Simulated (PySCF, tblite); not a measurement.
# C5H8SSi: a rotation path, then NMR shifts on frames

Aim: move C5H8SSi (`CSC1=CC=C[SiH2]1`) away from its starting geometry and see how NMR shifts follow the geometry.

Programs: tblite 0.8.0 and PySCF 2.14.0, with density-fitted response routines of our own. Each step states its level of theory. These are calculated values for one molecule in the gas phase, unless marked as measured. Atoms are numbered from 0 throughout.

## (1) The molecule as given

15 atoms, charge 0, multiplicity 1; geometry from: GFN2-xTB.

Bonds of the start (Å): C0–S1 1.82, S1–C2 1.74, C2–C3 1.35, C3–C4 1.44, C4–C5 1.34, C5–Si6 1.87, Si6–C2 1.91, C0–H7 1.09, C0–H8 1.09, C0–H9 1.09, C3–H10 1.08, C4–H11 1.08, C5–H12 1.08, Si6–H13 1.46, Si6–H14 1.46.

## (2) A band between two rotamers with GFN2-xTB

What the job is given:

```
{"job": {"kind": "neb", "xc": "GFN2-xTB", "basis": "xTB", "atoms": [6, 2, 1, 0], "turn": 120}, "charge": 0, "multiplicity": 1}
C      2.682667    -0.236615    -0.596012
S      1.496797     0.629491    -1.665914
C      0.003599     0.366334    -0.812807
C     -1.169029     0.872365    -1.245536
C     -2.322017     0.559600    -0.433672
C     -2.115809    -0.197779     0.657407
Si    -0.298246    -0.629137     0.784069
H      2.399785    -1.280953    -0.507868
H      2.704840     0.236635     0.380827
H      3.652665    -0.150483    -1.075827
H     -1.270439     1.474083    -2.135915
H     -3.291757     0.938566    -0.725884
H     -2.912699    -0.482397     1.323048
H      0.027062    -2.044897     0.599810
H      0.408168    -0.046824     1.926705
```

With the program's defaults for keys left out, this is: GFN2-xTB climbing-image nudged elastic band, gas phase.

On the command line:

```bash
$ OMP_NUM_THREADS=1 python probes_run.py task.json out
```

One launch serves the whole session: the jobs run in the order shown.

What it wrote:

```text
image   E - E0 / eV
  0      -0.0000
  1       0.0148
  2       0.0711
  3       0.1552
  4       0.2219
  5       0.2047
  6       0.1355
  7       0.0607
  8       0.0249
```

Wall time 3.5 s (1 thread of INTEL XEON PLATINUM 8581C at 2.30GHz, shared host); peak memory 0.19 GiB.

The final band, with the dihedral Si6–C2–S1–C0:

| image | dihedral (°) | energy (eV) | energy (kcal/mol) |
| --- | --- | --- | --- |
| 0 | -2 | 0.000 | 0.0 |
| 1 | 22 | 0.015 | 0.3 |
| 2 | 46 | 0.071 | 1.6 |
| 3 | 68 | 0.155 | 3.6 |
| 4 | 91 | 0.222 | 5.1 |
| 5 | 113 | 0.205 | 4.7 |
| 6 | 136 | 0.135 | 3.1 |
| 7 | 158 | 0.061 | 1.4 |
| 8 | 180 | 0.025 | 0.6 |

## (3) Nuclear shieldings: image 0, PBE0/pcSseg-1

What the job is given:

```
{"job": {"kind": "nmr", "xc": "PBE0", "basis": "pcSseg-1", "pop": false}, "charge": 0, "multiplicity": 1}
C      2.682700    -0.236600    -0.596000
S      1.496800     0.629500    -1.665900
C      0.003600     0.366300    -0.812800
C     -1.169000     0.872400    -1.245500
C     -2.322000     0.559600    -0.433700
C     -2.115800    -0.197800     0.657400
Si    -0.298200    -0.629100     0.784100
H      2.399800    -1.281000    -0.507900
H      2.704800     0.236600     0.380800
H      3.652700    -0.150500    -1.075800
H     -1.270400     1.474100    -2.135900
H     -3.291800     0.938600    -0.725900
H     -2.912700    -0.482400     1.323000
H      0.027100    -2.044900     0.599800
H      0.408200    -0.046800     1.926700
```

Method: GIAO PBE0/pcSseg-1 NMR shielding, non-relativistic, gas phase.

What it wrote:

```text
coarse grid: 13640 points
cycle   1  E = -882.3451836461  dE =  9.012e-01  |g| = 4.039e-01  |ddm| = 3.738e+00
cycle   2  E = -882.3183737217  dE =  2.681e-02  |g| = 5.023e-01  |ddm| = 9.692e-01
cycle   3  E = -882.3882955422  dE = -6.992e-02  |g| = 9.011e-02  |ddm| = 6.320e-01
cycle   4  E = -882.3904412388  dE = -2.146e-03  |g| = 3.972e-02  |ddm| = 1.484e-01
cycle   5  E = -882.3908189633  dE = -3.777e-04  |g| = 1.355e-02  |ddm| = 4.446e-02
cycle   6  E = -882.3908665543  dE = -4.759e-05  |g| = 2.558e-03  |ddm| = 1.713e-02
cycle   7  E = -882.3908681922  dE = -1.638e-06  |g| = 6.957e-04  |ddm| = 3.200e-03
final grid: 122688 points
cycle   8  E = -882.4354212985  dE = -2.118e-05  |g| = 9.213e-03  |ddm| = 3.152e-02
cycle   9  E = -882.4354012186  dE =  2.008e-05  |g| = 1.252e-02  |ddm| = 2.124e-02
cycle  10  E = -882.4354430517  dE = -4.183e-05  |g| = 1.203e-03  |ddm| = 1.398e-02
cycle  11  E = -882.4354434332  dE = -3.815e-07  |g| = 3.720e-04  |ddm| = 1.629e-03
cycle  12  E = -882.4354434662  dE = -3.295e-08  |g| = 1.034e-04  |ddm| = 4.476e-04
cycle  13  E = -882.4354434688  dE = -2.587e-09  |g| = 3.652e-05  |ddm| = 1.378e-04
cycle  14  E = -882.4354434691  dE = -3.101e-10  |g| = 1.098e-05  |ddm| = 4.698e-05
converged SCF energy = -882.4354434691

GIAO shielding tensors (ppm)
atom      isotropic    diamagn.    paramagn.     s11        s22        s33       span
  0 C      163.270     251.943     -88.673    140.976    162.501    186.333     45.357
  1 S      452.387    1055.702    -603.315    272.411    420.531    664.220    391.809
  2 C       27.008     264.419    -237.411    -56.006      6.393    130.638    186.645
  3 C       48.109     251.560    -203.451    -55.152     61.438    138.041    193.193
  4 C       27.592     253.876    -226.285    -89.797     32.583    139.990    229.787
  5 C       63.971     261.052    -197.081    -33.005     54.842    170.076    203.081
  6 Si     400.427     881.866    -481.439    341.570    402.861    456.848    115.278
  7 H       29.356      30.701      -1.345     25.231     27.569     35.268     10.036
  8 H       29.272      30.777      -1.505     25.232     27.198     35.387     10.154
  9 H       29.531      28.113       1.417     24.374     26.609     37.609     13.236
 10 H       25.001      32.025      -7.024     22.431     23.202     29.371      6.940
 11 H       24.399      29.780      -5.381     22.619     23.265     27.313      4.695
 12 H       25.956      30.201      -4.245     25.068     26.231     26.569      1.501
 13 H       27.082      29.566      -2.484     23.173     26.076     31.998      8.825
 14 H       27.102      29.698      -2.596     23.164     26.129     32.013      8.849
```

Run time: 20 s. Hardware: 1 thread of INTEL XEON PLATINUM 8581C at 2.30GHz, shared host; peak memory 0.79 GiB.

The references, computed at this level on geometries of the same kind, shield at (ppm): ¹H TMS 31.72, ¹³C TMS 186.9, ²⁹Si TMS 349.2, ³³S CS2 504. Their shielding less the atom's gives the shift. The references are single molecules in the gas phase. Each atom is listed at this fixed geometry, with no averaging over motion; a spectrum would average atoms that exchange fast.

| atoms | environment | σ (ppm) | δ (ppm) |
| --- | --- | --- | --- |
| C2 | fully substituted alkene carbon | 27.0 | 159.9 |
| C4 | alkene CH | 27.6 | 159.3 |
| C3 | alkene CH | 48.1 | 138.8 |
| C5 | alkene CH | 64.0 | 123.0 |
| C0 | methyl carbon bonded to S | 163.3 | 23.7 |
| H11 | hydrogen on an alkene CH | 24.40 | 7.32 |
| H10 | hydrogen on an alkene CH | 25.00 | 6.72 |
| H12 | hydrogen on an alkene CH | 25.96 | 5.76 |
| H13 | hydrogen on a silicon bonded to 2 C, in a 5-membered ring | 27.08 | 4.63 |
| H14 | hydrogen on a silicon bonded to 2 C, in a 5-membered ring | 27.10 | 4.62 |
| H8 | hydrogen on a methyl carbon bonded to S | 29.27 | 2.44 |
| H7 | hydrogen on a methyl carbon bonded to S | 29.36 | 2.36 |
| H9 | hydrogen on a methyl carbon bonded to S | 29.53 | 2.19 |
| S1 | sulfide sulfur | 452 | 51 |
| Si6 | silicon bonded to 2 C, 2 H, in a 5-membered ring | 400.4 | -51.3 |

Ring of atoms C2, C3, C4, C5, Si6: NICS(0) 0.8, NICS(1) -1.6, NICS(1)zz 2.0 ppm (means of both faces).

## (4) Shielding tensors: image 2, PBE0/pcSseg-1

What the job is given:

```
{"job": {"kind": "nmr", "xc": "PBE0", "basis": "pcSseg-1", "pop": false}, "charge": 0, "multiplicity": 1}
C      2.632200    -0.387600    -0.840500
S      1.629600     1.095700    -1.162600
C      0.080900     0.549900    -0.556800
C     -1.070100     0.877000    -1.172600
C     -2.280400     0.404400    -0.535100
C     -2.135700    -0.258700     0.622600
Si    -0.315600    -0.358000     1.071700
H      2.177900    -1.228400    -1.355900
H      2.688900    -0.575100     0.226900
H      3.619400    -0.190700    -1.245400
H     -1.113600     1.436200    -2.095000
H     -3.232800     0.581800    -1.014900
H     -2.972700    -0.669800     1.161000
H      0.222000    -1.717300     1.138800
H      0.065800     0.448500     2.230300
```

With the program's defaults for keys left out, this is: GIAO PBE0/pcSseg-1 NMR shielding, non-relativistic, gas phase.

What it wrote:

```text
coarse grid: 13640 points
cycle   1  E = -882.3483211599  dE =  8.813e-01  |g| = 3.837e-01  |ddm| = 3.727e+00
cycle   2  E = -882.3340461529  dE =  1.428e-02  |g| = 4.441e-01  |ddm| = 8.783e-01
cycle   3  E = -882.3877019500  dE = -5.366e-02  |g| = 7.543e-02  |ddm| = 5.424e-01
cycle   4  E = -882.3891387798  dE = -1.437e-03  |g| = 3.713e-02  |ddm| = 1.346e-01
cycle   5  E = -882.3894757837  dE = -3.370e-04  |g| = 1.262e-02  |ddm| = 4.383e-02
cycle   6  E = -882.3895161801  dE = -4.040e-05  |g| = 2.835e-03  |ddm| = 1.673e-02
cycle   7  E = -882.3895181131  dE = -1.933e-06  |g| = 7.315e-04  |ddm| = 3.320e-03
final grid: 122688 points
cycle   8  E = -882.4337310261  dE = -1.928e-05  |g| = 8.926e-03  |ddm| = 2.799e-02
cycle   9  E = -882.4337141559  dE =  1.687e-05  |g| = 1.186e-02  |ddm| = 2.022e-02
cycle  10  E = -882.4337513714  dE = -3.722e-05  |g| = 1.007e-03  |ddm| = 1.313e-02
cycle  11  E = -882.4337516256  dE = -2.542e-07  |g| = 3.604e-04  |ddm| = 1.455e-03
cycle  12  E = -882.4337516575  dE = -3.182e-08  |g| = 8.379e-05  |ddm| = 4.142e-04
cycle  13  E = -882.4337516591  dE = -1.668e-09  |g| = 3.039e-05  |ddm| = 1.219e-04
cycle  14  E = -882.4337516593  dE = -2.083e-10  |g| = 9.563e-06  |ddm| = 3.699e-05
converged SCF energy = -882.4337516593

GIAO shielding tensors (ppm)
atom      isotropic    diamagn.    paramagn.     s11        s22        s33       span
  0 C      160.504     251.258     -90.754    139.634    158.986    182.892     43.258
  1 S      472.864    1056.002    -583.138    291.990    439.838    686.765    394.774
  2 C       29.463     263.557    -234.094    -57.122      9.693    135.819    192.940
  3 C       38.065     252.331    -214.265    -69.921     54.108    130.009    199.929
  4 C       29.222     254.220    -224.998    -88.793     35.029    141.431    230.224
  5 C       56.887     261.079    -204.191    -47.574     49.711    168.526    216.100
  6 Si     399.673     881.644    -481.971    341.963    401.631    455.426    113.463
  7 H       29.349      30.487      -1.138     25.144     27.377     35.526     10.382
  8 H       29.309      30.778      -1.468     24.835     27.981     35.112     10.278
  9 H       29.645      28.341       1.304     24.788     26.630     37.516     12.728
 10 H       24.639      32.339      -7.701     21.429     23.494     28.992      7.563
 11 H       24.498      29.964      -5.466     22.524     23.670     27.299      4.775
 12 H       25.699      30.116      -4.417     25.066     25.546     26.486      1.420
 13 H       26.992      29.705      -2.712     22.976     26.506     31.496      8.520
 14 H       27.144      29.011      -1.868     23.705     25.423     32.303      8.599
```

Wall time 19 s (1 thread of INTEL XEON PLATINUM 8581C at 2.30GHz, shared host); peak memory 0.81 GiB.

Key values: δ C4 157.7, C2 157.5, C3 148.9, C5 130.0, H11 7.22, H10 7.08 ppm.

[end of part 1 of 2]
